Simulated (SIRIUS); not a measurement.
# GaGe (F-43m) in SIRIUS: equation of state

How stiff is GaGe in PBEsol, and what volume does it want? The cell is scaled to several volumes.

Program: SIRIUS 7.12.0. These are calculated values, not measurements. Logs are shortened: lines on timing, memory, paths and dates and some standing lists are left out, and cuts for length are marked. The log counts tension as positive stress, the text compression.

## (1) The crystal as given

The structure is cubic, space group F-43m (No. 216). The conventional cell has a = 5.796 Å, b = 5.796 Å, c = 5.796 Å, α = 90.00°, β = 90.00°, γ = 90.00°. Ge (site symmetry -43m) has 4 Ga at 2.51 Å as nearest neighbours. Ga (site symmetry -43m) has 4 Ge at 2.51 Å as nearest neighbours.

The cell comes from a database or a generator and needn't be the stable form of this composition.

## (2) Single point, PBEsol, 22.87 Å³/atom (volume scaled by 0.94)

sirius.json

```json
{
  "control": {
    "processing_unit": "cpu",
    "verbosity": 2,
    "num_bands_to_print": 22,
    "print_forces": true,
    "print_stress": true
  },
  "parameters": {
    "electronic_structure_method": "pseudopotential",
    "xc_functionals": ["XC_GGA_X_PBE_SOL", "XC_GGA_C_PBE_SOL"],
    "gk_cutoff": 9.0,
    "pw_cutoff": 18.0,
    "ngridk": [8, 8, 8],
    "shiftk": [0, 0, 0],
    "smearing": "fermi_dirac",
    "smearing_width": 0.0018374661,
    "num_bands": 22,
    "num_mag_dims": 0,
    "num_dft_iter": 100,
    "energy_tol": 1e-08,
    "density_tol": 1e-06
  },
  "iterative_solver": {
    "type": "davidson",
    "min_tolerance": 1e-10
  },
  "mixer": {
    "type": "anderson",
    "beta": 0.7,
    "max_history": 8
  },
  "settings": {
    "tol_ne": 1e-10,
    "pseudo_grid_cutoff": 6.5
  },
  "unit_cell": {
    "lattice_vectors": [
      [0.0, 5.3643423585, 5.3643423585],
      [5.3643423585, 0.0, 5.3643423585],
      [5.3643423585, 5.3643423585, 0.0]
    ],
    "atom_coordinate_units": "lattice",
    "atom_types": ["Ge", "Ga"],
    "atom_files": {
      "Ge": "Ge.json",
      "Ga": "Ga.json"
    },
    "atoms": {
      "Ge": [
        [0.0, 0.0, 0.0]
      ],
      "Ga": [
        [0.25, 0.25, 0.25]
      ]
    }
  }
}
```

Potentials or basis: PseudoDojo 0.4.1 PBEsol standard (scalar relativistic).

Started as:

```
$ upf_to_json Ge.upf
$ upf_to_json Ga.upf
$ OMP_NUM_THREADS=1 sirius.scf --input=sirius.json --output=out.json --task=0
```

The program printed:

```text
[info] SIRIUS version : 7.12.0
[info] number of MPI ranks           : 1
[info] MPI grid                      : 1 1
[info] maximum number of OMP threads : 1
[fft] FFT context for density and potential
[fft] =====================================
[fft]   comm size                             : 1
[fft]   plane wave cutoff                     : 18
[fft]   grid size                             : 48 48 48   total : 110592
[fft]   grid limits                           : -23 24   -23 24   -23 24
[fft]   number of G-vectors within the cutoff : 15234
[fft]   local number of G-vectors             : 15234
[fft]   number of G-shells                    : 827
[fft] FFT context for coarse grid
[fft] =====================================
[fft]   comm size                             : 1
[fft]   plane wave cutoff                     : 18
[fft]   grid size                             : 48 48 48   total : 110592
[fft]   grid limits                           : -23 24   -23 24   -23 24
[fft]   number of G-vectors within the cutoff : 15234
[fft]   local number of G-vectors             : 15234
[fft]   number of G-shells                    : 827
[unit cell] lattice vectors
[unit cell]   a1 :       0.0000000000      5.3643423585      5.3643423585
[unit cell]   a2 :       5.3643423585      0.0000000000      5.3643423585
[unit cell]   a3 :       5.3643423585      5.3643423585      0.0000000000
[unit cell] reciprocal lattice vectors
[unit cell]   b1 :      -0.5856435782      0.5856435782      0.5856435782
[unit cell]   b2 :       0.5856435782     -0.5856435782      0.5856435782
[unit cell]   b3 :       0.5856435782      0.5856435782     -0.5856435782
[unit cell] unit cell volume :       308.73044391 [a.u.^3]
[unit cell] 1/sqrt(omega)    :         0.05691284
[unit cell] MT volume        :         0.00000000 ( 0.00%)
[unit cell] IT volume        :       308.73044391 (100.00%)
[unit cell] number of atom types : 2
[unit cell] type id : 0 symbol : Ge mt_radius :  15.590000 num_atoms : 1
[unit cell] type id : 1 symbol : Ga mt_radius :  19.010000 num_atoms : 1
[unit cell] total number of atoms : 2
[unit cell] number of symmetry classes : 2
[unit cell] number of PAW atoms : 0
[unit cell] atom id  type id  class id             position                      vector_field
[unit cell] ------------------------------------------------------------------------------------------
[unit cell]      0        0        0      0.00000   0.00000   0.00000      0.00000   0.00000   0.00000
[unit cell]      1        1        1      0.25000   0.25000   0.25000      0.00000   0.00000   0.00000
[unit cell] atom id         position (Cartesian, a.u.)
[unit cell] ---------------------------------------------
[unit cell]      0       0.000000    0.000000    0.000000
[unit cell]      1       2.682171    2.682171    2.682171
[unit cell] class id : 0 atom id : 0
[unit cell] class id : 1 atom id : 1
[unit cell] minimum bond length:     4.645657
[unit cell] total number of pseudo wave-functions: 18
[sym] space group number   : 216
[sym] international symbol : F-43m
[sym] Hall symbol          : F -4 2 3
[sym] space group transformation matrix :
[sym]   0.0000  0.5000  0.5000
[sym]  -0.5000 -0.5000  0.0000
[sym]   0.5000  0.0000  0.5000
[sym] space group origin shift :
[sym]   0.0000  0.0000  0.0000
[sym] number of space group operations  : 24
[sym] number of magnetic group operations : 24
[sym] metric tensor error: 0.0000e+00
[sym] rotation matrix error: 0.0000e+00
[sym] symmetry operations
[... list of symmetry operations ...]
[atom type] label          : Ge
[atom type] --------------------------------------------------------------------------------
[atom type] symbol         : Ge
[atom type] name           :
[atom type] zn             : 14
[atom type] mass           : 0
[atom type] mt_radius      : 15.59
[atom type] num_mt_points  : 1560
[atom type] grid_origin    : 0
[... 259 lines left out ...]
[diagonalize] ik:    2   -0.592403   -0.592346   -0.592346   -0.591470   -0.591470   -0.240037   -0.239001   -0.239001   -0.236687   -0.236687   -0.084463    0.190226    0.322672    0.322672    0.391192    0.490274    0.490274    0.563812    0.628205    0.645481    0.645481    0.745675
[diagonalize] ik:    3   -0.592401   -0.592308   -0.592308   -0.591453   -0.591453   -0.240496   -0.238788   -0.238788   -0.236636   -0.236636   -0.054076    0.117106    0.308331    0.308331    0.377854    0.491570    0.491570    0.597327    0.657249    0.692357    0.692357    0.826225
[diagonalize] ik:    4   -0.592401   -0.592293   -0.592293   -0.591444   -0.591444   -0.240685   -0.238718   -0.238718   -0.236596   -0.236596   -0.033922    0.082437    0.303331    0.303331    0.373260    0.488706    0.488706    0.590121    0.725549    0.757664    0.757664    0.784820
[diagonalize] ...
[diagonalize] ik:   24   -0.592488   -0.592237   -0.592192   -0.591539   -0.591369   -0.241151   -0.238207   -0.238051   -0.237223   -0.236477   -0.024448    0.112129    0.220937    0.244423    0.419537    0.443245    0.560100    0.653401    0.712999    0.748239    0.818644    0.834302
[diagonalize] ik:   25   -0.592434   -0.592279   -0.592175   -0.591518   -0.591383   -0.241127   -0.238292   -0.237982   -0.237094   -0.236578   -0.000095    0.083991    0.195457    0.236809    0.434862    0.506415    0.540099    0.617190    0.678188    0.777208    0.803146    0.831202
[diagonalize] ik:   26   -0.592381   -0.592325   -0.592196   -0.591495   -0.591405   -0.240973   -0.238431   -0.238094   -0.236964   -0.236654   -0.009200    0.093994    0.189437    0.251063    0.451302    0.519700    0.531749    0.606461    0.652869    0.703663    0.834026    0.839648
[diagonalize] ik:   27   -0.592506   -0.592211   -0.592152   -0.591553   -0.591349   -0.241399   -0.237985   -0.237856   -0.237308   -0.236464    0.010052    0.071580    0.218081    0.220033    0.417185    0.423408    0.633498    0.637978    0.750978    0.774325    0.816679    0.824374
[diagonalize] ik:   28   -0.592390   -0.592329   -0.592153   -0.591515   -0.591385   -0.241132   -0.238307   -0.237918   -0.237051   -0.236637    0.011951    0.075103    0.201966    0.206002    0.505280    0.513120    0.524347    0.529116    0.752539    0.774096    0.817007    0.830110
[find] Charges and magnetic moments
[find] --------------------------------------------------------------------------------
[find] total charge          : 27.000000
[find] Energy
[find] --------------------------------------------------------------------------------
[find] valence_eval_sum               :      -7.40733781
[find] <rho|V^{XC}>                   :     -27.87481587
[find] <rho|E^{XC}>                   :     -42.27357836
[find] <mag|B^{XC}>                   :       0.00000000
[find] <rho|V^{H}>                    :     104.27631817
[find] one-electron contribution      :     -83.80884011 (Ha),    -167.61768023 (Ry)
[find] hartree contribution           :      52.13815908
[find] xc contribution                :     -42.27357836
[find] ewald contribution             :     -91.59460838
[find] PAW contribution               :       0.00000000
[find] smearing (-TS)                 :      -0.00030981
[find] SCF correction                 :       0.00000080
[find] Total energy                   :    -165.53886698 (Ha),    -331.07773395 (Ry)
[find] Free energy (E-TS)             :    -165.53917678 (Ha),    -331.07835357 (Ry)
[find] band gap (eV)                  :       0.00000000
[find] Efermi                         :       0.28790900
[find] iteration : 10, RMS (target) : 4.7527e-07 (1.0000e-06) , energy difference (target) : -2.4269e-10 (1.0000e-08)
[find] bands are converged : true
[find] iterative solver converged : false
[find] converged after 11 SCF iterations!
[find] Charges and magnetic moments
[find] --------------------------------------------------------------------------------
[find] total charge          : 27.000000
[find] Energy
[find] --------------------------------------------------------------------------------
[find] valence_eval_sum               :      -7.40733781
[find] <rho|V^{XC}>                   :     -27.87481587
[find] <rho|E^{XC}>                   :     -42.27357836
[find] <mag|B^{XC}>                   :       0.00000000
[find] <rho|V^{H}>                    :     104.27631817
[find] one-electron contribution      :     -83.80884011 (Ha),    -167.61768023 (Ry)
[find] hartree contribution           :      52.13815908
[find] xc contribution                :     -42.27357836
[find] ewald contribution             :     -91.59460838
[find] PAW contribution               :       0.00000000
[find] smearing (-TS)                 :      -0.00030981
[find] SCF correction                 :       0.00000080
[find] Total energy                   :    -165.53886698 (Ha),    -331.07773395 (Ry)
[find] Free energy (E-TS)             :    -165.53917678 (Ha),    -331.07835357 (Ry)
[find] band gap (eV)                  :       0.00000000
[find] Efermi                         :       0.28790900
[ground_state] === stress tensor components [kbar] ===
[ground_state] === stress_kin ===
[ground_state] -82250.951029    0.000000    0.000000
[ground_state]     0.000000-82250.951029   -0.000000
[ground_state]     0.000000   -0.000000-82250.951029
[ground_state] === stress_har ===
[ground_state] -16561.992607   -0.000000    0.000000
[ground_state]    -0.000000-16561.992607   -0.000000
[ground_state]     0.000000   -0.000000-16561.992607
[ground_state] === stress_ewald ===
[ground_state] 29095.565579    0.000000    0.000000
[ground_state]     0.00000029095.565579    0.000000
[ground_state]     0.000000    0.00000029095.565579
[ground_state] === stress_vloc ===
[ground_state] -1420.052646   -0.000000    0.000000
[ground_state]    -0.000000-1420.052646   -0.000000
[ground_state]     0.000000   -0.000000-1420.052646
[ground_state] === stress_xc ===
[ground_state] -13470.780505    0.000000    0.000000
[ground_state]     0.000000-13470.780505    0.000000
[ground_state]     0.000000    0.000000-13470.780505
[ground_state] === stress_core ===
[ground_state] 22773.231639    0.000000    0.000000
[ground_state]     0.00000022773.231639    0.000000
[ground_state]     0.000000    0.00000022773.231639
[ground_state] === stress_nonloc ===
[ground_state] 61825.862320    0.000000    0.000000
[ground_state]     0.00000061825.862320    0.000000
[ground_state]     0.000000    0.00000061825.862320
[ground_state] === stress_us_nl ===
[ground_state] 61825.862320    0.000000    0.000000
[ground_state]     0.00000061825.862320    0.000000
[ground_state]     0.000000    0.00000061825.862320
[ground_state] === stress_total ===
[ground_state]    -9.117249    0.000000    0.000000
[ground_state]     0.000000   -9.117249   -0.000000
[ground_state]     0.000000   -0.000000   -9.117249
[ground_state] ==== total Forces in Ha/bohr =====
[ground_state] atom:    0, force:       0.0000000     -0.0000000      0.0000000
[ground_state] atom:    1, force:      -0.0000000      0.0000000      0.0000000
[ground_state] ==== ultrasoft contribution from Qij =====
[ground_state] atom:    0, force:       0.0000000      0.0000000      0.0000000
[ground_state] atom:    1, force:       0.0000000      0.0000000      0.0000000
[ground_state] ==== non-local contribution from Beta-projector =====
[ground_state] atom:    0, force:       0.0000000      0.0000000      0.0000000
[ground_state] atom:    1, force:       0.0000000      0.0000000      0.0000000
[ground_state] ==== contribution from local potential =====
[ground_state] atom:    0, force:       0.0000000     -0.0000000      0.0000000
[ground_state] atom:    1, force:      -0.0000000      0.0000000      0.0000000
[ground_state] ==== contribution from core density =====
[ground_state] atom:    0, force:       0.0000000      0.0000000      0.0000000
[ground_state] atom:    1, force:       0.0000000      0.0000000      0.0000000
[ground_state] ==== Ewald forces from ions =====
[ground_state] atom:    0, force:       0.0000000      0.0000000      0.0000000
[ground_state] atom:    1, force:       0.0000000      0.0000000      0.0000000
[~DFT_ground_state] local op. applied: 15471
[~DFT_ground_state] evp. work count: 2844.67
[~DFT_ground_state] number of iterative solver steps: 836
```

Wall time 33 s (1 thread of Intel Xeon Platinum 8488C (Sapphire Rapids), shared host); peak memory 0.33 GiB.

Results:

```
Free energy            : -4504.5505 eV
Pressure               : 0.9 GPa
Band gap on the k mesh : none (metal or under the smearing width)
```

## (3) Single point, PBEsol, 23.36 Å³/atom (volume scaled by 0.96)

sirius.json, as its differences from that of step 2:

```diff
@@ -38,5 +38,5 @@
     "lattice_vectors": [
-      [0.0, 5.3643423585, 5.3643423585],
-      [5.3643423585, 0.0, 5.3643423585],
-      [5.3643423585, 5.3643423585, 0.0]
+      [0.0, 5.40212066204, 5.40212066204],
+      [5.40212066204, 0.0, 5.40212066204],
+      [5.40212066204, 5.40212066204, 0.0]
     ],
```

Potentials or basis: PseudoDojo 0.4.1 PBEsol standard (scalar relativistic).

Started as:

```
$ upf_to_json Ge.upf
$ upf_to_json Ga.upf
$ OMP_NUM_THREADS=1 sirius.scf --input=sirius.json --output=out.json --task=0
```

Run time: 32 s. Hardware: 1 thread of Intel Xeon Platinum 8488C (Sapphire Rapids), shared host; peak memory 0.36 GiB.

It converged, with:

```yaml
Free_energy: -4504.5524 eV
Pressure: -0.3 GPa
Band_gap_on_the_k_mesh: none (metal or under the smearing width)
```

(Part 1 of 2 ends here.)
